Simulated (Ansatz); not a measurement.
# The copper atom: a ladder of functionals and wavefunction methods

An exercise on one series of results from a longer session: the logs are not shown, and one member is left open.

The runs use Ansatz 0.2.0, Gaussian basis; functionals in def2-TZVPP, the program's frozen cores in correlated methods.

Levels to be run: LDA (SPW92), PBE, revPBE, BLYP, r2SCAN, B97M-V, PBE0, B3LYP, r2SCANh, r2SCAN0, HSE06, BHLYP, CAM-B3LYP, LC-ωPBE, ωB97X-V, ωB97M-V, B2PLYP, PBE-QIDH; CCSD(T)/def2-SVP; CCSD(T)/def2-TZVPP; CCSD(T)/def2-QZVPP; extrapolation to the limit; RPA on PBE.

## The atom

1 atom, charge 0, spin multiplicity 2.

Set-up of the first run:

Input file in.yaml:

```yaml
crystal:
  periodic: [false, false, false]
  atoms:
    - {symbol: Cu, position_ang: [0.000000, 0.000000, 0.000000]}
basis:
  gaussian: {orbitals: def2-TZVPP}
magnetization: {spin_polarized: true, initial_magnetization: 1}
hamiltonian: {xc: lda}
output: {orbitals: {seedname: orbitals}}
```

Among the steps run: LDA; PBE (GGA); revPBE (GGA); BLYP (GGA); r2SCAN (meta-GGA); B97M-V (meta-GGA); PBE0 (hybrid); B3LYP (hybrid); r2SCANh (hybrid); r2SCAN0 (hybrid); HSE06 (hybrid); BHLYP (hybrid); CAM-B3LYP (range-separated); LC-ωPBE (range-separated); ωB97X-V (range-separated); ωB97M-V (range-separated); B2PLYP (double hybrid); PBE-QIDH (double hybrid).

One table of the session follows, with a row left open; its other results are not shown here.

It belongs to the step «Frontier levels by functional». Levels, from each run's orbital file (highest filled and lowest empty over both spins):

| functional | HOMO (eV) | LUMO (eV) | gap (eV) |
| --- | --- | --- | --- |
| LDA (SPW92) | ? | ? | ? |
| PBE | -4.85 | -3.88 | 0.97 |
| revPBE | -4.79 | -3.77 | 1.03 |
| BLYP | -4.76 | -4.08 | 0.67 |
| r2SCAN | -5.13 | -3.34 | 1.80 |
| B97M-V | -4.61 | -3.77 | 0.83 |
| PBE0 | -5.39 | -2.67 | 2.72 |
| B3LYP | -5.34 | -3.30 | 2.04 |
| r2SCANh | -5.35 | -2.94 | 2.41 |
| r2SCAN0 | -5.65 | -2.40 | 3.26 |
| HSE06 | -4.99 | -3.05 | 1.94 |
| BHLYP | -5.85 | -2.00 | 3.85 |
| CAM-B3LYP | -6.54 | -1.99 | 4.55 |
| LC-ωPBE | -7.59 | -0.40 | 7.19 |
| ωB97X-V | -7.17 | -0.73 | 6.45 |
| ωB97M-V | -7.19 | -1.33 | 5.86 |

Q: Estimate the row for LDA (SPW92) from the others.

The run gave: HOMO (eV): -5.02; LUMO (eV): -4.20; gap (eV): 0.82. In the column «HOMO (eV)» it lies between r2SCAN (-5.13) and HSE06 (-4.99).
